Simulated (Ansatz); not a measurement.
Predict the output of the script below (Ansatz 0.2.0, Python API).

The script, `run_freq.py`:
```python
"""Harmonic frequencies of F2HOSi at its relaxed geometry."""

from dataclasses import dataclass

import ansatz as az
from ase import Atoms
import numpy as np


@dataclass
class Options:
    basis_set: str = "cc-pVDZ"
    functional: str = "cam_b3lyp"


opts = Options()

atoms = Atoms(["O", "Si", "F", "F", "H"], positions=[
    [-0.7375, 0.1686, 1.4992],
    [0.0181, 0.0237, -0.0158],
    [0.8779, -1.4048, -0.0145],
    [-1.0395, -0.018, -1.2641],
    [0.9309, 1.1569, -0.2462],
])
system = az.Crystal.molecule_from_ase(atoms)

job = (
    system.calculation()
    .basis(gaussian=opts.basis_set)
    .functional(opts.functional)
    .spin("collinear", total=1)
)
symbols = [site.symbol for site in system.cartesian_sites]
start = np.array([site.position_ang for site in system.cartesian_sites], dtype=float)
def progress(event):
    if event["event"] == "relax_step":
        row = event["data"]
        print(f"step {row['step']:3d}  E = {row['lagrangian_ev']:.6f} eV  largest force component {row['allowed_force_max_ev_ang']:.4f} eV/A")


rep = job.relax(force_tolerance=0.003).session().plan().execute(on_event=progress).report
end = np.array(rep["positions_ang"])

print("final positions (A) and the move of each atom")
for symbol, xyz, old in zip(symbols, end, start):
    print(f"{symbol:2s} {xyz[0]:10.5f} {xyz[1]:10.5f} {xyz[2]:10.5f}   {np.linalg.norm(xyz - old):7.4f}")

# same settings at the minimum
minimum = az.Crystal.molecule()
for symbol, place in zip(symbols, end):
    minimum = minimum.atom(symbol, place.tolist())
vibrating = (
    minimum.calculation()
    .basis(gaussian=opts.basis_set)
    .functional(opts.functional)
    .spin("collinear", total=1)
    .phonons(temperatures=(200, 600, 100))
)
vib = vibrating.run().report["vibrations"]
sums = vib["harmonic_sums"]
modes = [m["omega_inv_cm"] for m in sums["modes_at_gamma"] if m["rigid_motion"] == "no"]
print("frequencies (1/cm):", " ".join(f"{w:.0f}" for w in modes))
print("imaginary modes:", sum(w < 0 for w in modes), " zero-point energy:", round(sums["zero_point_energy_ev"], 4), "eV")
print("T (K)   F_vib (eV)   S_vib (meV/K)   C_vib (meV/K)")
for row in zip(sums["temperatures_k"], sums["vibrational_free_energy_ev"], vib["entropy_ev_per_k"], vib["heat_capacity_ev_per_k"]):
    print(f"{row[0]:6.1f} {row[1]:11.4f} {1000 * row[2]:13.4f} {1000 * row[3]:15.4f}")

# all hydrogen replaced by deuterium
heavier = vibrating.phonons(masses={"H": 2.014102}).run().report["vibrations"]["harmonic_sums"]
print("deuterated (1/cm):", " ".join(f"{m['omega_inv_cm']:.0f}" for m in heavier["modes_at_gamma"] if m["rigid_motion"] == "no"))
print("zero-point energy falls by", round(sums["zero_point_energy_ev"] - heavier["zero_point_energy_ev"], 4), "eV")
```

Running `python run_freq.py` prints:
```text
step   1  E = -15374.593159 eV  largest force component 1.1673 eV/A
step   2  E = -15374.638992 eV  largest force component 0.7353 eV/A
step   3  E = -15374.659269 eV  largest force component 0.1277 eV/A
step   4  E = -15374.660802 eV  largest force component 0.0800 eV/A
step   5  E = -15374.661773 eV  largest force component 0.0494 eV/A
step   6  E = -15374.661855 eV  largest force component 0.0093 eV/A
step   7  E = -15374.661859 eV  largest force component 0.0006 eV/A
final positions (A) and the move of each atom
O    -0.72726    0.22242    1.45854    0.0682
Si    0.03676    0.00731   -0.02696    0.0272
F     0.85046   -1.39417   -0.06749    0.0606
F    -1.04380   -0.07836   -1.23234    0.0683
H     0.93375    1.16920   -0.17315    0.0741
frequencies (1/cm): 226 284 350 724 763 815 969 974 2319
imaginary modes: 0  zero-point energy: 0.4602 eV
T (K)   F_vib (eV)   S_vib (meV/K)   C_vib (meV/K)
 200.0      0.4523        0.1259          0.2232
 300.0      0.4340        0.2412          0.3502
 400.0      0.4041        0.3561          0.4478
 500.0      0.3630        0.4639          0.5170
 600.0      0.3116        0.5628          0.5668
deuterated (1/cm): 222 278 347 558 568 791 959 969 1669
zero-point energy falls by 0.0659 eV
```

Total energies depend on the basis set; only differences at equal settings carry meaning. The frequencies are harmonic and unscaled, in a modest basis. The result belongs to the one conformer reached from this start, and soft torsions count as harmonic oscillators. The species is open-shell (spin multiplicity 2). Run time: 2.6 min on 1 thread of Intel(R) Xeon(R) Platinum 8488C (Sapphire Rapids) (shared host), peak memory 0.27 GiB.

(Lines on the test bed's own set-up are left out of the output.)
